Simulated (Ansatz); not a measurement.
# PbO: a single-point run

The task is a single-point run on PbO. The structure is shown as the input types it. The cell is built on a prototype (CsCl type) and needn't be the phase found in nature.

Method: density functional or hybrid calculation with the settings of its input, plane waves (as first typed), in Ansatz 0.2.0.

### 1 The structure to begin with

The structure is cubic, space group Pm-3m (No. 221). The conventional cell has a = 3.179 Å, b = 3.179 Å, c = 3.179 Å, α = 90.00°, β = 90.00°, γ = 90.00°. Around Pb (site symmetry m-3m) lie 8 O at 2.75 Å. O (site symmetry m-3m) is surrounded by 8 Pb at 2.75 Å.

As a file:

```
Pb O
1.0
     3.17937    0.00000    0.00000
     0.00000    3.17937    0.00000
     0.00000    0.00000    3.17937
Pb O
1 1
Direct
  0.00000 0.00000 0.00000
  0.50000 0.50000 0.50000
```

### 2 The calculation

File input.yaml:

```yaml
crystal:
  lattice:
    - [3.1793716482, 0.0, 0.0]
    - [0.0, 3.1793716482, 0.0]
    - [0.0, 0.0, 3.1793716482]
  atoms:
    - { symbol: Pb, position: [0.0, 0.0, 0.0] }
    - { symbol: O, position: [0.5, 0.5, 0.5] }
kpoints:
  mp_grid: { grid: [6, 6, 6] }
hamiltonian:
  xc: scan
scf:
  occupations: { method: fixed }
  n_extra_bands: 4
output:
  forces: true
  stress: true
  eigenvalues: true
```

Run with:

```
$ ansatz run input.yaml --threads 4 --pin off --max-ram 3686MiB --backend cpu --events-out ev --progress --plain --runs-dir out
```

What happens when this is run?

The program refused the input before any cycle. The line that matters: «line 12 column 7: hamiltonian.xc: unknown variant `scan`, expected one of `lda`, `lda-pw`, `pw92`, `pbe`, `pbesol`, `rpbe`, `revpbe`, `blyp`, ...»

In the input, hamiltonian.xc is scan. The functional or method isn't one that the program knows by that name.

What to do: set hamiltonian.xc to pbesol. Any name on the list would pass the check; a listed functional of a like name need not be the same functional.
